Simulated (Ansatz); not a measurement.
# CH4FGa: up Jacob's ladder to CCSD(T)

One table from this session's results is given with a row withheld; the runs are named, their logs left out.

Computed with Ansatz 0.2.0, Gaussian basis. Level: functionals in def2-TZVPP, the program's frozen cores in correlated methods.

Levels to be run: LDA (SPW92), PBE-D4, revPBE-D4, BLYP-D4, r2SCAN-D4, B97M-V, PBE0-D4, B3LYP-D4, r2SCANh-D4, r2SCAN0-D4, HSE06-D4, BHLYP-D4, CAM-B3LYP-D4, LC-ωPBE, ωB97X-V, ωB97M-V, B2PLYP, PBE-QIDH; CCSD(T)/def2-SVP; CCSD(T)/def2-TZVPP; CCSD(T)/def2-QZVPP; extrapolation to the limit; RPA on PBE.

## Structure used throughout

All runs share one geometry, relaxed beforehand with PBE0-D4 in a triple-zeta def2 set.

SMILES `F[CH2][GaH2]`, 7 atoms, charge 0, spin multiplicity 1.

Atoms are counted from 1 here; the program's logs count them from 0.

Bond lengths: F1–C2 1.407 Å, C2–Ga3 2.004 Å, C2–H4 1.093 Å, C2–H5 1.093 Å, Ga3–H6 1.569 Å, Ga3–H7 1.569 Å. Angles: F1–C2–Ga3 103.5°, F1–C2–H4 107.6°, F1–C2–H5 107.6°, Ga3–C2–H4 114.5°, Ga3–C2–H5 114.5°, H4–C2–H5 108.7°, C2–Ga3–H6 119.5°, C2–Ga3–H7 119.4°, H6–Ga3–H7 121.0°.

The first run:

Contents of in.yaml:

```yaml
crystal:
  periodic: [false, false, false]
  atoms:
    - {symbol: F, position_ang: [-1.008492, 0.283600, -1.439191]}
    - {symbol: C, position_ang: [-0.657242, -0.522893, -0.341493]}
    - {symbol: Ga, position_ang: [0.815843, 0.507619, 0.543070]}
    - {symbol: H, position_ang: [-0.356097, -1.498145, -0.731682]}
    - {symbol: H, position_ang: [-1.551691, -0.651430, 0.272865]}
    - {symbol: H, position_ang: [0.461303, 1.583110, 1.629516]}
    - {symbol: H, position_ang: [2.296386, 0.298140, 0.066904]}
basis:
  gaussian: {orbitals: def2-TZVPP}
hamiltonian: {xc: lda}
output: {orbitals: {seedname: orbitals}}
```

Run with:

```bash
$ ansatz run in.yaml --threads 2 --pin off --events-out ev --progress --plain --max-ram 32768MiB --backend cpu
```

Steps of the session up to this table: LDA; PBE-D4 (GGA); revPBE-D4 (GGA); BLYP-D4 (GGA); r2SCAN-D4 (meta-GGA); B97M-V (meta-GGA); B3LYP-D4 (hybrid); r2SCANh-D4 (hybrid); r2SCAN0-D4 (hybrid); HSE06-D4 (hybrid); BHLYP-D4 (hybrid); CAM-B3LYP-D4 (range-separated); LC-ωPBE (range-separated); ωB97X-V (range-separated); ωB97M-V (range-separated); B2PLYP (double hybrid); PBE-QIDH (double hybrid).

One table of the session follows, with a row left open; its other results are not shown here.

It belongs to the step «Orbital energies across the functionals». 

```
  functional  HOMO (eV)  LUMO (eV)  gap (eV)
 LDA (SPW92)      -6.59      -2.96      3.63
      PBE-D4      -6.44      -2.67      3.77
   revPBE-D4      -6.38      -2.54      3.85
     BLYP-D4      -6.36      -2.64      3.71
   r2SCAN-D4      -6.73      -2.39      4.34
      B97M-V      -6.83      -2.62      4.21
     PBE0-D4      -7.80      -1.84      5.96
    B3LYP-D4      -7.60      -2.15      5.45
  r2SCANh-D4      -7.23      -2.10      5.14
  r2SCAN0-D4      -7.99      -1.67      6.32
    HSE06-D4          ?          ?         ?
    BHLYP-D4      -9.08      -1.11      7.97
CAM-B3LYP-D4      -9.20      -0.97      8.24
     LC-ωPBE     -10.53       0.30     10.82
     ωB97X-V     -10.17       0.13     10.30
     ωB97M-V     -10.05      -0.12      9.93
```

Q: Estimate the row for HSE06-D4 from the others.

**Answer.** HOMO (eV): -7.39; LUMO (eV): -2.21; gap (eV): 5.19. In the column «HOMO (eV)» it lies between B3LYP-D4 (-7.60) and r2SCANh-D4 (-7.23).
